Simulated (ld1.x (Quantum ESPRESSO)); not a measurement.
# Molybdenum: generating and testing an ultrasoft potential

Do these settings give a usable potential? It is generated, then checked for transferability, scattering, ghosts and hardness.

The numbers are computed with ld1.x (Quantum ESPRESSO) 7.5 (Wu–Cohen, scalar-relativistic, spin-unpolarised reference atom).

**1. The design**

The settings as typed:

```
element                 : molybdenum (Mo, Z = 42)
type                    : ultrasoft
frozen core             : [Ar] 3d10 4s2
valence charge          : 12
reference configuration : 4p6 4d4 5s0 5p0 (charge +2)
partial waves           : 5s (bound, empty): rcut 2.20, rcutus 2.85 bohr; 5s channel at -0.45 Ry: rcut 2.20, rcutus 2.85 bohr; 4p (bound): rcut 1.65, rcutus 1.80 bohr; 5p (bound, empty): rcut 1.65, rcutus 1.80 bohr; 4d (bound): rcut 1.90, rcutus 2.15 bohr; 4d channel at -0.4 Ry: rcut 1.90, rcutus 2.15 bohr
local potential         : all-electron potential smoothed inside 1.95 bohr (lloc = -1)
core correction         : Bessel-smoothed model core, default radius (core density twice the valence density)
augmentation charge     : PSQ, inside the norm-conserving radii
```

**2. The generation run**

Input file Mo.in:

```
 &input
   title='Mo', zed=42., rel=1, dft='WC', iswitch=3,
   config='[Kr] 4d4 5s0 5p0',
   nld=3, rlderiv=3.10, eminld=-6.0, emaxld=5.0, deld=0.02
 /
 &inputp
   pseudotype=3, tm=.true., lloc=-1, rcloc=1.95,
   nlcc=.true., new_core_ps=.true.,
   which_augfun='PSQ', rmatch_augfun_nc=.true.,
   file_pseudopw='Mo.UPF', file_wfcaegen='ae.wfc', file_wfcncgen='nc.wfc', file_beta='beta', file_chi='chi', file_wfcusgen='us.wfc'
 /
6
5S  1  0   0.00   0.00  2.20  2.85  0.0
5S  1  0   0.00  -0.45  2.20  2.85  0.0
4P  2  1   6.00   0.00  1.65  1.80  0.0
5P  3  1   0.00   0.00  1.65  1.80  0.0
4D  3  2   4.00   0.00  1.90  2.15  0.0
4D  3  2   0.00  -0.40  1.90  2.15  0.0
 &test
   configts(1)='4p6 4d4 5s0 5p0'
 /
```

Started as:

```sh
$ ld1.x < Mo.in > Mo.out
```

The output, Mo.out (without the banner and most projector matrices):

```text
     Program LD1 v.7.5
     --------------------------- All-electron run ----------------------------

     Mo
     scalar relativistic calculation

     atomic number is 42.00
     dft =WC   lsd =0 sic =0 latt =0  beta=0.20 tr2=1.0E-14
     Exchange-correlation= WC
                           (   1   4  11   4   0   0   0)
     mesh =1229 r(mesh) = 100.71859 a.u. xmin = -7.00 dx = 0.01250
     1 Ry =  13.60569312 eV, c = 137.03599908

     n l     nl                  e(Ry)          e(Ha)          e(eV)
     1 0     1S 1( 2.00)     -1458.0679      -729.0339    -19838.0240
     2 0     2S 1( 2.00)      -207.1002      -103.5501     -2817.7423
     2 1     2P 1( 6.00)      -185.3358       -92.6679     -2521.6214
     3 0     3S 1( 2.00)       -36.3680       -18.1840      -494.8120
     3 1     3P 1( 6.00)       -29.2343       -14.6172      -397.7531
     4 0     4S 1( 2.00)        -6.0803        -3.0401       -82.7265
     4 1     4P 1( 6.00)        -4.1694        -2.0847       -56.7278
     3 2     3D 1(10.00)       -17.6121        -8.8060      -239.6247
     4 2     4D 1( 4.00)        -1.5297        -0.7648       -20.8122
     5 0     5S 1( 0.00)        -1.2928        -0.6464       -17.5895
     5 1     5P 1( 0.00)        -0.9207        -0.4603       -12.5261

     final scf error:  8.4E-15 reached in  24 iterations

     Etot =   -8094.347957 Ry,   -4047.173979 Ha, -110129.214338 eV

     Ekin =    8345.971808 Ry,    4172.985904 Ha,  113552.731228 eV
     Encl =  -19455.555579 Ry,   -9727.777789 Ha, -264706.318741 eV
     Eh   =    3259.916125 Ry,    1629.958062 Ha,   44353.418397 eV
     Exc  =    -244.680311 Ry,    -122.340155 Ha,   -3329.045222 eV

     normalization and overlap integrals

     s(1S/1S) =  1.000000  <r> =   0.0352  <r2> =    0.0017  r(max) =   0.0229
     s(2S/2S) =  1.000000  <r> =   0.1537  <r2> =    0.0279  r(max) =   0.1303
     s(2P/2P) =  1.000000  <r> =   0.1340  <r2> =    0.0219  r(max) =   0.1041
     s(3S/3S) =  1.000000  <r> =   0.4291  <r2> =    0.2109  r(max) =   0.3819
     s(3P/3P) =  1.000000  <r> =   0.4307  <r2> =    0.2160  r(max) =   0.3771
     s(4S/4S) =  1.000000  <r> =   1.1034  <r2> =    1.3799  r(max) =   0.9874
     s(4P/4P) =  1.000000  <r> =   1.2271  <r2> =    1.7246  r(max) =   1.0643
     s(3D/3D) =  1.000000  <r> =   0.4154  <r2> =    0.2075  r(max) =   0.3206
     s(4D/4D) =  1.000000  <r> =   1.7222  <r2> =    3.5358  r(max) =   1.3496
     s(5S/5S) =  1.000000  <r> =   2.9275  <r2> =    9.6393  r(max) =   2.5853
     s(5P/5P) =  1.000000  <r> =   3.5327  <r2> =   14.0526  r(max) =   3.1184

     ------------------------ End of All-electron run ------------------------

     --------------------- Generating US pseudopotential ---------------------

      Generating local potential from pseudized AE potential:
      Matching radius rcloc =   1.9500

      Local pseudo, rcloc= 1.939 Estimated cut-off energy=     6.25 Ry

      Computing core charge for nlcc:

       r > 0.77 : true rho core
      Core charge pseudized with two Bessel functions
      Integrated core pseudo-charge :  14.01
      Wfc-us  5S rcutus= 2.822  Estimated cut-off energy=     5.80 Ry
      Wfc-us  5S rcutus= 2.822  Estimated cut-off energy=     7.39 Ry
      Wfc-us  4P rcutus= 1.799  Estimated cut-off energy=    25.94 Ry
      Wfc-us  5P rcutus= 1.799  Estimated cut-off energy=    47.33 Ry
      Wfc-us  4D rcutus= 2.143  Estimated cut-off energy=    25.35 Ry
      Wfc-us  4D rcutus= 2.143  Estimated cut-off energy=    36.35 Ry

     Q pseudized with Bessel functions
     Expected ecutrho=     127.0271 due to l1=  1   l2=  2

     ------------------- End of pseudopotential generation -------------------

     [... the all-electron block is printed once more ...]


     Computing logarithmic derivative in   3.09906
     Computing logarithmic derivative in   3.09906
     Computing the partial wave expansion
     R is outside the sphere for l=    0 j= 0.00
     R is outside the sphere for l=    0 j= 0.00
     R is outside the sphere for l=    1 j= 0.00
     R is outside the sphere for l=    1 j= 0.00
     R is outside the sphere for l=    2 j= 0.00
     R is outside the sphere for l=    2 j= 0.00

     ---------------------- Testing the pseudopotential ----------------------

     Mo
     scalar relativistic calculation

     atomic number is 42.00   valence charge is 12.00
     dft =WC   lsd =0 sic =0 latt =0  beta=0.20 tr2=1.0E-14
     mesh =1229 r(mesh) = 100.71859 xmin = -7.00 dx = 0.01250

     n l     nl             e AE (Ry)        e PS (Ry)    De AE-PS (Ry)
     2 1     4P   1( 6.00)       -4.16942       -4.16942        0.00000
     3 2     4D   1( 4.00)       -1.52967       -1.52967        0.00000
     1 0     5S   1( 0.00)       -1.29280       -1.29281        0.00000
     3 1     5P   1( 0.00)       -0.92065       -0.92065       -0.00001

     eps = 4.0E-15  iter =  3

     Etot =   -8094.347957 Ry,   -4047.173979 Ha, -110129.214338 eV
     Etotps =  -135.828877 Ry,     -67.914438 Ha,   -1848.046012 eV

     Ekin =      34.572025 Ry,      17.286013 Ha,     470.376370 eV
     Encl =    -175.562745 Ry,     -87.781373 Ha,   -2388.652835 eV
     Ehrt =      64.468274 Ry,      32.234137 Ha,     877.135558 eV
     Ecxc =     -57.275854 Ry,     -28.637927 Ha,    -779.277693 eV
     (Ecc =     -42.388863 Ry,     -21.194432 Ha,    -576.729866 eV)
     Epseu=      -2.030577 Ry,      -1.015289 Ha,     -27.627411 eV

     ---------------------- End of pseudopotential test ----------------------
```

Run time: 1.8 s. Hardware: 1 thread, shared host. (Generation and the later configuration tests together.)

Partial waves on a coarse radial grid (AE all-electron, PS pseudo):

| r (bohr) | 4d AE | 4d PS |
| --- | --- | --- |
| 0.143 | -0.2418 | 0.0028 |
| 0.285 | -0.3754 | 0.0215 |
| 0.428 | -0.1953 | 0.0683 |
| 0.570 | 0.0893 | 0.1471 |
| 0.713 | 0.3564 | 0.2553 |
| 0.855 | 0.5591 | 0.3804 |
| 0.998 | 0.6950 | 0.5080 |
| 1.140 | 0.7713 | 0.6196 |
| 1.283 | 0.8028 | 0.7032 |
| 1.425 | 0.8021 | 0.7498 |
| 1.568 | 0.7797 | 0.7600 |
| 1.710 | 0.7436 | 0.7399 |
| 1.853 | 0.6988 | 0.6995 |
| 1.995 | 0.6497 | 0.6501 |
| 2.138 | 0.5984 | 0.5984 |
| 2.280 | 0.5474 | 0.5474 |
| 2.423 | 0.4973 | 0.4973 |
| 2.565 | 0.4498 | 0.4498 |
| 2.708 | 0.4047 | 0.4047 |
| 2.850 | 0.3632 | 0.3632 |
| 2.992 | 0.3249 | 0.3249 |
| 3.135 | 0.2898 | 0.2898 |
| 3.278 | 0.2579 | 0.2579 |
| 3.420 | 0.2293 | 0.2293 |
| 3.563 | 0.2033 | 0.2033 |
| 3.705 | 0.1801 | 0.1801 |

**3. Configuration tests**

Input file Mo.test.in:

```
 &input
   title='Mo', zed=42., rel=1, dft='WC', iswitch=2,
   config='[Kr] 4d4 5s0 5p0'
 /
 &test
   file_pseudo='Mo.UPF', nconf=8,
   configts(1)='4p6 4d4 5s0 5p0',
   configts(2)='4p6 4d5 5s1 5p0',
   configts(3)='4p6 4d5 5s0 5p0',
   configts(4)='4p6 4d3 5s0 5p0',
   configts(5)='4p6 4d6 5s0 5p0',
   configts(6)='4p6 4d2 5s0 5p0',
   configts(7)='4p5 4d5 5s1 5p0',
   configts(8)='4p6 4d4 5s1 5p1'
 /
```

Started as:

```sh
$ ld1.x < Mo.test.in > Mo.test.out
```

Mo.test.out, the pseudopotential blocks:

```text
     ---------------------- Testing the pseudopotential ----------------------

     Mo
     scalar relativistic calculation

     atomic number is 42.00   valence charge is 12.00
     dft =WC   lsd =0 sic =0 latt =0  beta=0.20 tr2=1.0E-14
     mesh =1229 r(mesh) = 100.71859 xmin = -7.00 dx = 0.01250

     n l     nl             e AE (Ry)        e PS (Ry)    De AE-PS (Ry)
     2 1     4P   1( 6.00)       -4.16942       -4.16942        0.00000
     3 2     4D   1( 4.00)       -1.52967       -1.52967        0.00000
     1 0     5S   1( 0.00)       -1.29280       -1.29281        0.00000
     3 1     5P   1( 0.00)       -0.92065       -0.92065       -0.00001

     eps = 4.0E-15  iter =  3

     Etot =   -8094.347957 Ry,   -4047.173979 Ha, -110129.214338 eV
     Etotps =  -135.828877 Ry,     -67.914438 Ha,   -1848.046012 eV

     Ekin =      34.572025 Ry,      17.286013 Ha,     470.376370 eV
     Encl =    -175.562745 Ry,     -87.781373 Ha,   -2388.652835 eV
     Ehrt =      64.468274 Ry,      32.234137 Ha,     877.135558 eV
     Ecxc =     -57.275854 Ry,     -28.637927 Ha,    -779.277693 eV
     (Ecc =     -42.388863 Ry,     -21.194432 Ha,    -576.729866 eV)
     Epseu=      -2.030577 Ry,      -1.015289 Ha,     -27.627411 eV

     ---------------------- End of pseudopotential test ----------------------

     ---------------------- Testing the pseudopotential ----------------------

     Mo
     [...]
     n l     nl             e AE (Ry)        e PS (Ry)    De AE-PS (Ry)
     2 1     4P   1( 6.00)       -2.82704       -2.82263       -0.00442
     3 2     4D   1( 5.00)       -0.27643       -0.27552       -0.00091
     1 0     5S   1( 1.00)       -0.30265       -0.30315        0.00050
     3 1     5P   1( 0.00)       -0.07241       -0.07348        0.00108

     eps = 9.3E-15  iter = 11

     Etot =   -8095.989886 Ry,   -4047.994943 Ha, -110151.553914 eV
     Etotps =  -137.469648 Ry,     -68.734824 Ha,   -1870.369840 eV
     dEtot_ae =      -1.641929 Ry
     dEtot_ps =      -1.640771 Ry,   Delta E=      -0.001157 Ry

     [...]
     ---------------------- End of pseudopotential test ----------------------

     ---------------------- Testing the pseudopotential ----------------------

     Mo
     [...]
     n l     nl             e AE (Ry)        e PS (Ry)    De AE-PS (Ry)
     2 1     4P   1( 6.00)       -3.32638       -3.32076       -0.00562  !
     3 2     4D   1( 5.00)       -0.76475       -0.76280       -0.00195
     1 0     5S   1( 0.00)       -0.71801       -0.71808        0.00007
     3 1     5P   1( 0.00)       -0.42500       -0.42656        0.00157

     eps = 9.6E-15  iter = 11

     Etot =   -8095.483508 Ry,   -4047.741754 Ha, -110144.664294 eV
     Etotps =  -136.962818 Ry,     -68.481409 Ha,   -1863.474064 eV
     dEtot_ae =      -1.135551 Ry
     dEtot_ps =      -1.133941 Ry,   Delta E=      -0.001610 Ry

     [...]
     ---------------------- End of pseudopotential test ----------------------

     ---------------------- Testing the pseudopotential ----------------------

     Mo
     [...]
     n l     nl             e AE (Ry)        e PS (Ry)    De AE-PS (Ry)
     2 1     4P   1( 6.00)       -5.14544       -5.16409        0.01865  !
     3 2     4D   1( 3.00)       -2.41714       -2.43038        0.01324  !
     1 0     5S   1( 0.00)       -1.95078       -1.95537        0.00459
     3 1     5P   1( 0.00)       -1.50545       -1.50293       -0.00251

     eps = 1.0E-15  iter =  9

     Etot =   -8092.383562 Ry,   -4046.191781 Ha, -110102.487375 eV
     Etotps =  -133.859047 Ry,     -66.929524 Ha,   -1821.245118 eV
     dEtot_ae =       1.964396 Ry
     dEtot_ps =       1.969829 Ry,   Delta E=      -0.005434 Ry

     [...]
     ---------------------- End of pseudopotential test ----------------------

     ---------------------- Testing the pseudopotential ----------------------

     Mo
     [...]
     n l     nl             e AE (Ry)        e PS (Ry)    De AE-PS (Ry)
     2 1     4P   1( 6.00)       -2.67501       -2.67026       -0.00474
     3 2     4D   1( 6.00)       -0.16809       -0.16812        0.00002
     1 0     5S   1( 0.00)       -0.25229       -0.25353        0.00125
     3 1     5P   1( 0.00)       -0.04880       -0.05018        0.00137

     eps = 3.9E-15  iter = 13

     Etot =   -8095.933014 Ry,   -4047.966507 Ha, -110150.780139 eV
     Etotps =  -137.411285 Ry,     -68.705643 Ha,   -1869.575780 eV
     dEtot_ae =      -1.585057 Ry
     dEtot_ps =      -1.582409 Ry,   Delta E=      -0.002648 Ry

     [...]
     ---------------------- End of pseudopotential test ----------------------

     ---------------------- Testing the pseudopotential ----------------------

     Mo
     [...]
     n l     nl             e AE (Ry)        e PS (Ry)    De AE-PS (Ry)
     2 1     4P   1( 6.00)       -6.22272       -6.27744        0.05472  !
     3 2     4D   1( 2.00)       -3.40189       -3.44641        0.04451  !
     1 0     5S   1( 0.00)       -2.67717       -2.69346        0.01629  !
     3 1     5P   1( 0.00)       -2.16336       -2.15845       -0.00491

     eps = 1.0E-15  iter = 10

     Etot =   -8089.481552 Ry,   -4044.740776 Ha, -110063.003521 eV
     Etotps =  -130.929742 Ry,     -65.464871 Ha,   -1781.389888 eV
     dEtot_ae =       4.866405 Ry
     dEtot_ps =       4.899135 Ry,   Delta E=      -0.032730 Ry

     [...]
     ---------------------- End of pseudopotential test ----------------------

     ---------------------- Testing the pseudopotential ----------------------

     Mo
     [...]
     n l     nl             e AE (Ry)        e PS (Ry)    De AE-PS (Ry)
     2 1     4P   1( 5.00)       -3.67259       -3.67317        0.00058
     3 2     4D   1( 5.00)       -1.01203       -1.01463        0.00260
     1 0     5S   1( 1.00)       -0.82634       -0.82657        0.00023
     3 1     5P   1( 0.00)       -0.49710       -0.49554       -0.00156

     eps = 7.9E-15  iter = 11

     Etot =   -8092.758877 Ry,   -4046.379438 Ha, -110107.593798 eV
     Etotps =  -134.239665 Ry,     -67.119832 Ha,   -1826.423684 eV
     dEtot_ae =       1.589080 Ry
     dEtot_ps =       1.589212 Ry,   Delta E=      -0.000131 Ry

     [...]
     ---------------------- End of pseudopotential test ----------------------

     ---------------------- Testing the pseudopotential ----------------------

     Mo
     [...]
     n l     nl             e AE (Ry)        e PS (Ry)    De AE-PS (Ry)
     2 1     4P   1( 6.00)       -3.11911       -3.12037        0.00126
     3 2     4D   1( 4.00)       -0.50780       -0.50838        0.00058
     1 0     5S   1( 1.00)       -0.42466       -0.42484        0.00018
     3 1     5P   1( 1.00)       -0.15271       -0.15258       -0.00013

     eps = 2.5E-15  iter = 10

     Etot =   -8095.711997 Ry,   -4047.855998 Ha, -110147.773039 eV
     Etotps =  -137.193105 Ry,     -68.596552 Ha,   -1866.607281 eV
     dEtot_ae =      -1.364039 Ry
     dEtot_ps =      -1.364228 Ry,   Delta E=       0.000189 Ry

     [...]
     ---------------------- End of pseudopotential test ----------------------
```

Energies count from the reference configuration 4p6 4d4 5s0 5p0; the error is all-electron less pseudo.

| valence configuration | charge | ΔE all-electron (eV) | error AE − PS (meV) |
| --- | --- | --- | --- |
| 4p6 4d5 5s1 5p0 | 0 | -22.340 | -16 |
| 4p6 4d5 5s0 5p0 | +1 | -15.450 | -22 |
| 4p6 4d3 5s0 5p0 | +3 | 26.727 | -74 |
| 4p6 4d6 5s0 5p0 | 0 | -21.566 | -36 |
| 4p6 4d2 5s0 5p0 | +4 | 66.211 | -445 |
| 4p5 4d5 5s1 5p0 | +1 | 21.621 | -1.8 |
| 4p6 4d4 5s1 5p1 | 0 | -18.559 | +2.6 |

**4. Scattering by logarithmic derivatives**

Taken from the files of the generation run. The phase is arctan(r·u′/u) with u = r·R, unwrapped, with energies in Ry. A pole is an energy at which the radial function vanishes at the test radius. The pseudo phase is shifted by a multiple of π to meet the all-electron one at the reference energy. Levels narrower than the energy grid can be missing from the poles. Where the grid stepped over a known ghost or core level, its pole and its step of π were put in at the level's energy. The last column is the largest difference on the grid between −1 and +1 Ry.

```tsv
channel	radius (bohr)	reference (Ry)	poles AE	poles PS	window around the reference with phases within 0.05 rad (Ry)	largest difference near zero (rad)
s	3.10	-1.29	-0.02	-3.02, -0.02	-3.0 to 2.2	0.000
p	3.10	-0.92	-4.15, 0.93	-4.15, 0.91	below 2.6	0.003
d	3.10	-1.53	-1.34, 2.76	-1.34, 2.76	the whole range	0.001
```

Phases (rad) along the scan:

| E (Ry) | p AE | p PS | s AE | s PS |
| --- | --- | --- | --- | --- |
| -6.00 | 1.417 | 1.417 | 1.432 | 4.556 |
| -5.48 | 1.407 | 1.407 | 1.407 | 4.545 |
| -4.96 | 1.392 | 1.392 | 1.392 | 4.532 |
| -4.44 | 1.358 | 1.358 | 1.375 | 4.515 |
| -3.92 | -1.744 | -1.744 | 1.351 | 4.492 |
| -3.40 | -1.787 | -1.787 | 1.317 | 4.457 |
| -2.88 | -1.825 | -1.825 | 1.262 | 1.264 |
| -2.36 | -1.883 | -1.883 | 1.151 | 1.152 |
| -1.84 | -1.992 | -1.992 | 0.815 | 0.814 |
| -1.32 | -2.283 | -2.284 | -0.640 | -0.640 |
| -0.80 | -3.453 | -3.453 | -1.345 | -1.345 |
| -0.28 | -4.358 | -4.358 | -1.522 | -1.522 |
| 0.24 | -4.587 | -4.589 | -1.610 | -1.610 |
| 0.76 | -4.688 | -4.691 | -1.677 | -1.677 |
| 1.28 | -4.754 | -4.759 | -1.748 | -1.751 |
| 1.80 | -4.811 | -4.822 | -1.857 | -1.867 |
| 2.32 | -4.877 | -4.905 | -2.107 | -2.171 |
| 2.84 | -4.980 | -5.077 | -3.095 | -3.495 |
| 3.36 | -5.222 | -5.929 | -4.188 | -4.340 |
| 3.88 | -6.237 | -7.435 | -4.460 | -4.540 |
| 4.40 | -7.351 | -7.695 | -4.565 | -4.628 |
| 4.92 | -7.610 | -7.792 | -4.623 | -4.685 |

**5. Plane-wave convergence, by spherical Bessel functions**

A separate test, outside the generator: the pseudo-atom's Hamiltonian at the reference potential is diagonalised in spherical Bessel functions j_l(qr) that vanish at 20 bohr, with q² up to the cutoff.

All-electron valence levels (Ry): 5s -1.2928, 4p -4.1694, 5p -0.9206, 4d -1.5297. The lowest levels of each channel (Ry) by cutoff; the last column sums, over occupied levels, occupation times the distance from the level at 400 Ry. A positive value at high cutoff is not a bound level.

```csv
cutoff (Ry),s #1,s #2,p #1,p #2,d #1,f #1,Σ f·Δε (mRy)
8,-1.2929,-0.8011,-3.7706,-0.8114,-1.2689,-0.3033,3436.4
10,-1.6927,-1.2928,-3.9519,-0.8404,-1.3821,-0.3039,1895.7
15,-2.6608,-1.2928,-4.1331,-0.8788,-1.4986,-0.3045,342.2
18,-2.9059,-1.2928,-4.1543,-0.8875,-1.5240,-0.3046,114.0
21,-2.9681,-1.2928,-4.1640,-0.8951,-1.5284,-0.3046,37.7
25,-2.9962,-1.2928,-4.1685,-0.9059,-1.5292,-0.3046,7.4
30,-3.0129,-1.2928,-4.1688,-0.9149,-1.5293,-0.3047,5.2
35,-3.0187,-1.2928,-4.1690,-0.9194,-1.5295,-0.3047,3.4
40,-3.0204,-1.2928,-4.1692,-0.9203,-1.5296,-0.3047,1.7
45,-3.0206,-1.2928,-4.1694,-0.9205,-1.5296,-0.3047,0.7
50,-3.0207,-1.2928,-4.1694,-0.9205,-1.5296,-0.3047,0.5
55,-3.0207,-1.2928,-4.1694,-0.9205,-1.5297,-0.3047,0.5
400,-3.0207,-1.2928,-4.1694,-0.9207,-1.5297,-0.3047,0.0
```

The sum stays within 10 mRy from 25 Ry and within 1 mRy from 45 Ry. The sum leaves out empty levels, which can need more. Ghost test: ghost state, bound below the all-electron valence or empty levels of the same l: s at -41.1 eV.

**6. What came out**

```
                                                quantity                          value
               cutoffs for 10 and 1 mRy, occupied levels                25 Ry and 45 Ry
                                            bound ghosts                 s at -41.10 eV
                            largest test error (AE − PS)  -445 meV, for 4p6 4d2 5s0 5p0
largest phase difference near zero energy, channels read                      0.003 rad
         lowest eigenvalue of the overlap (Bessel basis)                      0.197 (p)
               density cutoff estimated by the generator                         127 Ry
```

A bound ghost (s) makes it unfit for use: electrons can fall into a state that the atom doesn't have. The worst unpolarised test, 4p6 4d2 5s0 5p0, is off by 445 meV on 66.2 eV; by total energies transferability rates as poor. That test lies far up in energy; among those under 40 eV, nearer to bonding, the largest error is 74 meV. By its cutoff, 25 Ry for the looser tolerance, it is soft on the atom at that tolerance. That counts occupied waves only; other projectors can need more. Near zero energy the phases of the channels with partial waves agree within 0.003 rad. The pseudo curves have a pole with no partner nearby in the atom's: s at -3.02 Ry. These are tests on the free atom; a crystal test is still owed.
